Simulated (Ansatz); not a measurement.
# C₂H₆B₂O: basis-set convergence

An exercise on one series of results from a longer session: the logs are not shown, and one member is left open.

Program: Ansatz 0.2.0, Gaussian basis. Level of theory: one geometry, several basis sets. These are calculated values, not measurements.

The runs, in order: PBE0-D4/def2-SVP; ωB97M-V/def2-SVP; PBE0-D4/def2-QZVPP; ωB97M-V/def2-QZVPP; the functionals' def2-TZVPP values are taken from earlier runs.

### The geometry

The geometry comes from an earlier relaxation with PBE0-D4 in a triple-zeta def2 set; it is a stationary point, not always the lowest conformer.

SMILES `BBC(C)=O`, 11 atoms, charge 0, spin multiplicity 1.

Atoms are counted from 1 here; the program's logs count them from 0.

Bond lengths: B1–B2 1.634 Å, B1–H6 1.197 Å, B1–H7 1.201 Å, B2–C3 1.569 Å, B2–H8 1.201 Å, C3–C4 1.492 Å, C3–O5 1.218 Å, C4–H9 1.091 Å, C4–H10 1.094 Å, C4–H11 1.094 Å. Angles: B2–B1–H6 123.1°, B2–B1–H7 120.1°, H6–B1–H7 116.8°, B1–B2–C3 123.8°, B1–B2–H8 121.6°, C3–B2–H8 114.4°, B2–C3–C4 128.7°, B2–C3–O5 107.8°, C4–C3–O5 123.5°, C3–C4–H9 110.7°, C3–C4–H10 109.6°, C3–C4–H11 109.4°, H9–C4–H10 110.2°, H9–C4–H11 110.1°, H10–C4–H11 106.8°.

As a file:

```xyz
11
C2H6B2O
B    -0.3212    2.0840   -0.2735
B     0.5599    0.8492    0.3332
C    -0.0150   -0.5874    0.5914
C    -0.0210   -1.7674   -0.3210
O    -0.4806   -0.6056    1.7167
H    -1.1101    2.7056    0.3775
H    -0.1930    2.4089   -1.4224
H     1.6894    1.0067    0.7088
H    -0.4732   -2.6306    0.1687
H     1.0037   -2.0007   -0.6260
H    -0.5733   -1.5198   -1.2329
```

The first run:

in.yaml reads:

```yaml
crystal:
  periodic: [false, false, false]
  atoms:
    - {symbol: B, position_ang: [-0.321173, 2.084015, -0.273488]}
    - {symbol: B, position_ang: [0.559877, 0.849172, 0.333195]}
    - {symbol: C, position_ang: [-0.015011, -0.587447, 0.591432]}
    - {symbol: C, position_ang: [-0.020975, -1.767368, -0.321049]}
    - {symbol: O, position_ang: [-0.480582, -0.605576, 1.716702]}
    - {symbol: H, position_ang: [-1.110149, 2.705610, 0.377505]}
    - {symbol: H, position_ang: [-0.193005, 2.408882, -1.422359]}
    - {symbol: H, position_ang: [1.689386, 1.006713, 0.708778]}
    - {symbol: H, position_ang: [-0.473240, -2.630612, 0.168652]}
    - {symbol: H, position_ang: [1.003677, -2.000663, -0.626011]}
    - {symbol: H, position_ang: [-0.573306, -1.519826, -1.232857]}
basis:
  gaussian: {orbitals: def2-SVP}
hamiltonian: {xc: pbe0, dispersion: d4}
output: {orbitals: {seedname: orbitals}}
```

Command:

```
ansatz run in.yaml --threads 2 --pin off --events-out ev --progress --plain --max-ram 4352MiB
```

Steps of the session up to this table: PBE0-D4 in def2-SVP; ωB97M-V in def2-SVP; PBE0-D4 in def2-QZVPP; ωB97M-V in def2-QZVPP.

One of the session's tables, all rows but one given; the rest of the session is left out.

```
functional       basis  HOMO (eV)  LUMO (eV)
   PBE0-D4    def2-SVP      -7.10      -1.83
   PBE0-D4  def2-TZVPP      -7.19      -1.94
   PBE0-D4  def2-QZVPP          ?          ?
   ωB97M-V    def2-SVP      -9.38       0.20
   ωB97M-V  def2-TZVPP      -9.50      -0.04
   ωB97M-V  def2-QZVPP      -9.52      -0.10
```

Estimate the missing values for PBE0-D4, def2-QZVPP.

As computed: HOMO (eV): -7.21; LUMO (eV): -1.96. In the column «HOMO (eV)» it lies between ωB97M-V, def2-SVP (-9.38) and PBE0-D4, def2-TZVPP (-7.19).
